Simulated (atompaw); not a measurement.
# A PAW (atompaw) potential for manganese, from input to tests

Task: generate the file, and judge it by its logarithmic derivatives, its ghosts and its cutoff.

Method: atompaw 4.2.0.5, PBEsol, non-relativistic.

## 1. The atom and the settings

Typed settings, in words:

```json
{
  "element": "manganese (Mn, Z = 25)",
  "type": "PAW",
  "frozen core": "[Ne]",
  "valence charge": "15",
  "reference configuration": "3s2 3p6 3d5 4s0 4p0 (charge +2)",
  "partial waves": "3s (bound); 4s (bound, empty); 3p (bound); 4p (bound, empty); 3d (bound); 3d channel at -0.5 Ry",
  "local potential": "troulliermartins scheme with l = 3 at 0 Ry, radius 1.20 bohr",
  "core correction": "smooth core density matched at 0.90 bohr",
  "augmentation charge": "sinc compensation charge, radius 1.35 bohr; PAW radius 1.55 bohr; waves and projectors: bloechl"
}
```

The outer shells as boxes (Hund's rule for the drawing; the calculation is spin-unpolarised):

```
[Ne] core
3s [↑↓]
3p [↑↓][↑↓][↑↓]
3d [↑ ][↑ ][↑ ][↑ ][↑ ]
4s [  ]
4p [  ][  ][  ]
```

The nodes and maxima of the atom's own shells, from an earlier all-electron run, set the scale for the radii.

All-electron outer shells of the reference configuration (PBEsol, non-relativistic, ld1.x):

```csv
shell,level (eV),outermost node (bohr),outermost maximum (bohr)
2p,-645.14,–,0.19
3s,-101.64,0.35,0.75
3p,-71.87,0.31,0.75
3d,-24.44,–,0.75
4s,-19.00,1.06,2.27
4p,-13.61,1.14,2.70
4f,-3.74,–,6.56
```

## 2. The generation run

File Mn.input:

```
Mn 25
GGA-PBESOL loggrid 1500 logderivrange -9 5 351
4 4 3 0 0 0
4 0 0
4 1 0
3 2 5
0 0 0
c
c
v
v
c
v
v
v
2
1.55 1.35 1.20 0.90
n
n
y
-0.5
n
bloechl sinc
3 0 troulliermartins
PWSCFOUT
UPFDX 0.0125d0 UPFXMIN -7.d0 UPFZMESH 25.d0
END
```

The run is started by

```bash
$ atompaw < Mn.input > Mn.log
```

What does the calculation give? Wanted: cutoffs for 10 and 1 mRy, occupied levels; bound ghosts; largest phase difference near zero energy, channels read; lowest eigenvalue of the overlap; share of valence orbitals outside the PAW sphere; UPF file.

**Answer**, as computed:

| quantity | value |
| --- | --- |
| cutoffs for 10 and 1 mRy, occupied levels | 120 Ry and 160 Ry |
| bound ghosts | none found |
| largest phase difference near zero energy, channels read | 0.008 rad |
| lowest eigenvalue of the overlap (Bessel basis) | 0.390 (s) |
| share of valence orbitals outside the PAW sphere | 3s 3 %, 4s 91 %, 3p 6 %, 4p 95 %, 3d 20 % |
| UPF file | written |

What this shows: It counts as hard, with 120 Ry needed at the looser tolerance. It is free of bound ghosts as far as tested. Near zero energy the phases of the channels with partial waves agree within 0.008 rad.
